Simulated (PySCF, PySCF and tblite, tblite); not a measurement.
# C₆H₉Si+: a path driven as a shift of bonds, and NMR exchange, part 2 of 2

PySCF and tblite. Atoms count from 0. Earlier steps stand in the parts before.

## Step 12: Shieldings, end: B3LYP/pcSseg-1

What the job is given:

```
{"job": {"kind": "nmr", "xc": "B3LYP", "basis": "pcSseg-1", "pop": false}, "charge": 1, "multiplicity": 1}
Si    -2.511726    -0.294918    -0.375853
C     -0.616406    -0.153351    -0.114872
C     -0.003699     1.126640     0.276245
C      1.445518     1.190322     0.463321
C      2.225234     0.079952     0.279283
C      1.601565    -1.128323    -0.094981
C      0.213604    -1.245622    -0.288370
H     -2.989646    -1.333169     0.576823
H     -2.708758    -0.712849    -1.790174
H     -3.082488     1.048000    -0.092483
H     -0.507748     1.517810     1.190699
H     -0.315591     1.923864    -0.438191
H      1.890326     2.147065     0.753997
H      3.307463     0.117767     0.416669
H      2.226112    -2.015728    -0.241772
H     -0.192661    -2.218333    -0.578325
```

The program printed:

```text
coarse grid: 13720 points
cycle   1  E = -523.1617946234  dE =  9.923e-01  |g| = 2.437e-01  |ddm| = 3.752e+00
cycle   2  E = -523.1648117862  dE = -3.017e-03  |g| = 2.312e-01  |ddm| = 5.456e-01
cycle   3  E = -523.1770976360  dE = -1.229e-02  |g| = 6.653e-02  |ddm| = 2.402e-01
cycle   4  E = -523.1779673189  dE = -8.697e-04  |g| = 3.372e-02  |ddm| = 7.819e-02
cycle   5  E = -523.1782689159  dE = -3.016e-04  |g| = 8.126e-03  |ddm| = 3.518e-02
cycle   6  E = -523.1782863007  dE = -1.738e-05  |g| = 2.040e-03  |ddm| = 8.405e-03
cycle   7  E = -523.1782872883  dE = -9.877e-07  |g| = 5.580e-04  |ddm| = 2.266e-03
final grid: 127528 points
cycle   8  E = -523.2309955523  dE = -2.498e-05  |g| = 5.014e-03  |ddm| = 3.338e-02
cycle   9  E = -523.2309932225  dE =  2.330e-06  |g| = 5.821e-03  |ddm| = 1.072e-02
cycle  10  E = -523.2310021971  dE = -8.975e-06  |g| = 7.954e-04  |ddm| = 5.826e-03
cycle  11  E = -523.2310023535  dE = -1.565e-07  |g| = 3.568e-04  |ddm| = 1.106e-03
cycle  12  E = -523.2310023883  dE = -3.472e-08  |g| = 4.733e-05  |ddm| = 3.271e-04
cycle  13  E = -523.2310023887  dE = -4.193e-10  |g| = 1.802e-05  |ddm| = 5.184e-05
converged SCF energy = -523.2310023887

GIAO shielding tensors (ppm)
atom      isotropic    diamagn.    paramagn.     s11        s22        s33       span
  0 Si     396.504     879.658    -483.153    369.884    384.993    434.635     64.751
  1 C      -52.110     262.729    -314.839   -191.724   -145.892    181.286    373.010
  2 C      120.910     253.706    -132.796     59.860    135.830    167.039    107.180
  3 C      -18.823     256.885    -275.709   -164.203    -58.040    165.772    329.975
  4 C       37.497     253.844    -216.348    -74.818     15.278    172.031    246.849
  5 C        5.788     255.153    -249.365   -100.168    -50.166    167.697    267.865
  6 C       28.573     254.349    -225.776    -90.219     11.304    164.635    254.854
  7 H       26.434      27.565      -1.131     23.176     25.121     31.006      7.831
  8 H       26.435      27.554      -1.119     23.214     25.085     31.007      7.793
  9 H       26.766      27.772      -1.006     22.879     26.479     30.940      8.061
 10 H       26.095      28.792      -2.697     21.037     26.263     30.985      9.947
 11 H       26.092      28.773      -2.681     21.040     26.267     30.970      9.930
 12 H       21.917      28.465      -6.548     18.276     20.637     26.839      8.563
 13 H       23.063      28.134      -5.071     20.655     22.597     25.937      5.282
 14 H       22.585      28.645      -6.060     20.401     21.017     26.338      5.936
 15 H       22.645      31.686      -9.040     19.979     20.478     27.479      7.500
```

It took 34 s on 1 thread of Arm Neoverse N1, shared host; peak memory 0.8 GiB.

In short: HOMO -12.65 eV, LUMO -8.49 eV.

## Step 13: Kinetics and line shapes

What the job is given:

```
{"job": {"smiles": "[SiH3]C1C=C[CH+]C=C1", "charge": 1, "mult": 1, "motion": "shift", "what": "1,2-shift in an arenium ion", "atoms": [10, 1, 2], "drives": [{"terms": [["d", [10, 1], 1], ["d", [10, 2], -1]], "neg": true, "n": 14}], "study": "path", "level": {"kind": "nmr", "xc": "B3LYP", "basis": "pcSseg-1"}, "fields": [60, 400, 700], "first": 0, "seed": 191, "refine": {"xc": "PBE0", "basis": "def2-SVP"}, "kind": "path"}, "charge": 1, "multiplicity": 1}
Si    -1.932627    -0.095465    -0.778205
C     -0.577700    -0.015527     0.926813
C      0.020368     1.227187     0.610318
C      1.216406     1.265014    -0.078267
C      1.864292     0.080567    -0.412837
C      1.326556    -1.150040    -0.050763
C      0.131103    -1.205557     0.637627
H     -2.614315    -1.355583    -0.502957
H     -1.010218    -0.066523    -1.906050
H     -2.725292     1.103991    -0.530618
H     -1.336502    -0.041449     1.699739
H     -0.454916     2.142901     0.928003
H      1.669488     2.213015    -0.324119
H      2.810716     0.118030    -0.930747
H      1.864360    -2.058213    -0.275357
H     -0.259319    -2.153404     0.976009
```

The program printed:

```text
stationary points (kcal/mol above the start)
  n  kind          group   xTB      DFT    lowest mode
  0  minimum      Cs       0.00     0.00      97.7
  1  saddle       C1      28.93    26.43    -519.1
  2  minimum      Cs      18.65    14.23      52.0

GFN2-xTB energies: T/K, barrier G, reaction G (kcal/mol), k forward, k back (1/s)
 150.00    26.24    17.26    3.7e-26      0.526
 200.00    26.26    17.22   1.69e-16   1.11e+03
 250.00    26.29    17.17   1.08e-10   1.11e+05
 298.15    26.33    17.13   6.21e-07   2.22e+06
 350.00    26.39    17.08   0.000488   2.24e+07
 400.00    26.44    17.03     0.0594   1.19e+08
 500.00    26.58    16.93         50   1.25e+09

PBE0-D3(BJ)/def2-SVP energies: T/K, barrier G, reaction G (kcal/mol), k forward, k back (1/s)
 150.00    22.12    14.54   3.71e-20         57
 200.00    22.14    14.50   5.35e-12   3.71e+04
 250.00    22.17    14.45   4.32e-07   1.85e+06
 298.15    22.21    14.40   0.000649   2.34e+07
 350.00    22.27    14.35      0.182   1.67e+08
 400.00    22.33    14.30       10.6    6.9e+08
 500.00    22.46    14.20   3.16e+03    5.1e+09

B3LYP/pcSseg-1 + D3(BJ) energies: T/K, barrier G, reaction G (kcal/mol), k forward, k back (1/s)
 150.00    23.73    12.85   1.67e-22   0.000869
 200.00    23.75    12.80   9.27e-14       9.06
 250.00    23.78    12.76   1.68e-08   2.38e+03
 298.15    23.82    12.71   4.27e-05   8.85e+04
 350.00    23.88    12.66      0.018   1.44e+06
 400.00    23.94    12.61       1.39   1.08e+07
 500.00    24.08    12.51        624   1.83e+08
```

Wall time 7.8 min (1 thread of Arm Neoverse N1, shared host); peak memory 0.84 GiB. This counts the whole study up to here.

Barriers by level (kcal/mol; entropies in cal/(mol K)). Zero-point and thermal terms come from xTB in every row. ΔG‡ leaves symmetry out; the rate counts equivalent paths (a factor of 2); effective ΔG‡, where given, is the barrier that would give that rate by Eyring's equation alone:

```tsv
level	ΔE‡	with zero-point	ΔH‡	ΔS‡	ΔG‡ (298 K)	ΔE of reaction	k at 298 K (1/s)	effective ΔG‡
GFN2-xTB	28.93	26.25	26.09	-0.8	26.33	18.65	6.2e-07	25.92
PBE0-D3(BJ)/def2-SVP	24.81	22.13	21.97	-0.8	22.21	15.92	0.00065	21.80
B3LYP/pcSseg-1 + D3(BJ)	26.43	23.74	23.58	-0.8	23.82	14.23	4.3e-05	23.41
```

Sites that the driver pairs across this motion, and where their lines would merge (no couplings; faster rotations or exchange between molecules can average them sooner):

```tsv
nucleus	sites: shielding (ppm)	proton frequency (MHz)	spread (Hz)	coalescence (K)	lines at 298 K
$^{13}$C	C1: 94.6; C1 (end): -52.1	700	25833	not given	–
$^{13}$C	C2, C6: 8.7; C2 (end): 120.9; C6 (end): 28.6	700	19755	not given	–
$^{13}$C	C3, C5: 36.3; C3 (end): -18.8; C5 (end): 5.8	700	9708	not given	–
$^{29}$Si	Si0: 347.6; Si0 (end): 396.5	700	6808	not given	–
$^{13}$C	C4: 16.2; C4 (end): 37.5	700	3749	not given	–
$^{1}$H	H10: 24.59; H11, H15: 22.45; H10, H11 (end): 26.09; H15 (end): 22.64	700	2548	not given	–
$^{1}$H	H12, H14: 22.98; H12 (end): 21.92; H14 (end): 22.59	700	745	not given	–
$^{1}$H	H7, H8, H9: 27.16; H7, H8, H9 (end): 26.55	700	433	not given	–
```

A dash: the driver gave no coalescence for this row (it judged the minor form too scarce).

Rows that set an atom against itself at the end compare its shielding in the two forms.

## Step 14: Summary of results

This closing draws on all 2 parts.

```
                         quantity                               value
barrier (B3LYP/pcSseg-1 + D3(BJ))  ΔE‡ 26.4, ΔG‡(298 K) 23.8 kcal/mol
               barrier (GFN2-xTB)                   ΔE‡ 28.9 kcal/mol
                    rate at 298 K                         4.3e-05 s⁻¹
                  end of the path        14.2 kcal/mol from the start
```

What this shows: DFT puts the top 26.4 kcal/mol above the start (xTB: 28.9); the rate from the DFT barrier is 4.3e-05 s⁻¹ at 298 K. An error of 1.4 kcal/mol changes that rate tenfold.
